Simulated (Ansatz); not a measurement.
# AlAs+ (doublet): wave-function methods side by side at distance Al1–As2 = 2.761 Å, cc-pVDZ

The task here is to estimate one member of a computed series from the others.

Computed with Ansatz 0.2.0, Gaussian basis. Level: cc-pVDZ, core rule «outside noble gas», up to 19 orbitals frozen.

Plan: UHF; CCSD(T) on ROHF; CCSD(T) on UHF; BCCD(T) on ROHF; CISD; CCSDT(Q) on ROHF; CCSDT(Q) on UHF; CASSCF and MRCISD+Q, 3 electrons in 3 orbitals; CASSCF and NEVPT2, 3 electrons in 3 orbitals; CASSCF and MRCISD+Q, 7 electrons in 8 orbitals; CASSCF and NEVPT2, 7 electrons in 8 orbitals; Full CI; Full CI in the symmetry of the determinant.

28 further runs of the same task are left out: 8 for a known fault of the program, 13 that didn't finish, 7 set aside as unsound or not needed.

### What is computed

The geometry derives from a PBE0/def2-TZVP stationary point (not a proven minimum). One bond is set to the value named and the two fragments are kept rigid. No spin-orbit coupling is included. The filled d shell of As may be among the frozen orbitals whatever the setting's name suggests; the logs give the count.

2 atoms, charge 1, spin multiplicity 2.

Atoms are counted from 1 here; the program's logs count them from 0.

Bond lengths: Al1–As2 2.761 Å.

Coordinates:

```xyz
2
charge 1, multiplicity 2
Al    0.00000    0.00000    0.00000
As    0.00000    0.00000    2.76100
```

Set-up of the first run:

in.yaml

```yaml
crystal:
  periodic: [false, false, false]
  atoms:
    - {symbol: Al, position_ang: [0.000000, 0.000000, 0.000000]}
    - {symbol: As, position_ang: [0.000000, 0.000000, 2.761000]}
basis:
  gaussian: {orbitals: cc-pVDZ}
total_charge: 1
magnetization: {spin_polarized: true, initial_magnetization: 1}
hamiltonian: {xc: hf}
output: {orbitals: {seedname: orbitals}}
```

Started as:

```bash
$ ansatz run in.yaml --threads 1 --pin off --events-out ev --progress --plain --max-ram 2393MiB
```

Among the steps run: UHF; CCSD(T) on ROHF; CCSD(T) on UHF; BCCD(T) on ROHF; CISD; CCSDT(Q) on ROHF; CCSDT(Q) on UHF; CASSCF and MRCISD+Q, 3 electrons in 3 orbitals; CASSCF and NEVPT2, 3 electrons in 3 orbitals; CASSCF and MRCISD+Q, 7 electrons in 8 orbitals; CASSCF and NEVPT2, 7 electrons in 8 orbitals; Full CI; Full CI in the symmetry of the determinant.

One of the session's tables, all rows but one given; the rest of the session is left out.

| method | from FCI (kcal/mol) |
| --- | --- |
| CASSCF pair | +78.80 |
| NEVPT2 pair | +19.09 |
| MRCISD pair | +7.57 |
| MRCISD+Q pair | -0.81 |
| CASSCF valence | +51.01 |
| NEVPT2 valence | +12.34 |
| MRCISD valence | +2.75 |
| MRCISD+Q valence | ? |
| FCI | 0 |

**Question.** Estimate the row for MRCISD+Q valence.

**Answer.** from FCI (kcal/mol): -0.11. In the column «from FCI (kcal/mol)» it lies between MRCISD+Q pair (-0.81) and FCI (0).

Left out of the table: ROHF, UHF, RMP2, UMP2, CISD, RCCSD, UCCSD, RCCSD(T), UCCSD(T), BCCD(T), RCCSDT, UCCSDT, RCCSDT(Q), UCCSDT(Q) (another determinant or state than the rows shown).

To keep in mind: The determinant is far from a pure spin state, so its energy mixes those of several spin states (harmless only where they are near-degenerate, as at dissociation). MRCISD+Q pair, MRCISD+Q valence fall below full CI: the +Q correction isn't variational, and the cores differ from full CI's.
